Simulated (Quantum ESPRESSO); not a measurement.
SiO:

```xyz
2
Lattice="0.0000 2.4336 2.4336 2.4336 0.0000 2.4336 2.4336 2.4336 0.0000" Properties=species:S:1:pos:R:3 pbc="T T T"
Si    3.6505    3.6505    3.6505
O     0.0000    0.0000    0.0000
```

The cell was built by a generator and needn't be a form met in nature.

* Program: Quantum ESPRESSO 7.5
* Task: phonons
* Functional: PBE
* Potentials or basis: Ansatz NC SR PBE
* Cutoff: 1238 eV
* Density cutoff: 4952 eV
* k mesh: 6 × 6 × 6, shifted
* Occupations: fermi-dirac, width 0.05 eV
* Spin: no spin polarisation
* Mixing beta: 0.5
* Most SCF iterations: 120
* SCF threshold: 4e-10 Ry

Q: What is the highest optical frequency at the zone centre?

A: 255i cm⁻¹, a mode of symmetry T2 (IR and Raman).

Optical modes at Γ, degenerate ones joined:
| cm⁻¹ | components | symmetry | active in |
| --- | --- | --- | --- |
| 255i | 3 | T2 | IR and Raman |

Caveat: the k mesh is coarse (spacing up to 0.37 Å⁻¹), so the values aren't converged; the mesh is thin for the phonons of a metal; some modes are imaginary.
